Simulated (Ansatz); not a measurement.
Crystal: Te4Pt3.

```
Pt Te
1.0
     1.99400    1.15124   11.79667
    -1.99400    1.15124   11.79667
     0.00000   -2.30247   11.79667
Pt Te
3 4
Direct
  0.85400 0.85400 0.85400
  0.14600 0.14600 0.14600
  0.00000 0.00000 0.00000
  0.70500 0.70500 0.70500
  0.29500 0.29500 0.29500
  0.55700 0.55700 0.55700
  0.44300 0.44300 0.44300
```

Program: Ansatz 0.2.0. Alike in all runs: task single point; level PBEsol; no spin polarisation; cell as given; k mesh 8 × 8 × 8; smearing fermi-dirac 0.05 eV. Hardware: 4 threads of Arm Neoverse V2, with other jobs on the host.

Problem. Order these runs on this cell by their wall time, lowest first.
A. potentials or basis Ansatz PAW; cutoff (eV) 420
B. potentials or basis Ansatz PAW earlier set; cutoff (eV) 640
C. potentials or basis PseudoDojo standard (PBEsol files); cutoff (eV) 1143

Solution. A (8.1 s), B (17 s), C (37 s).
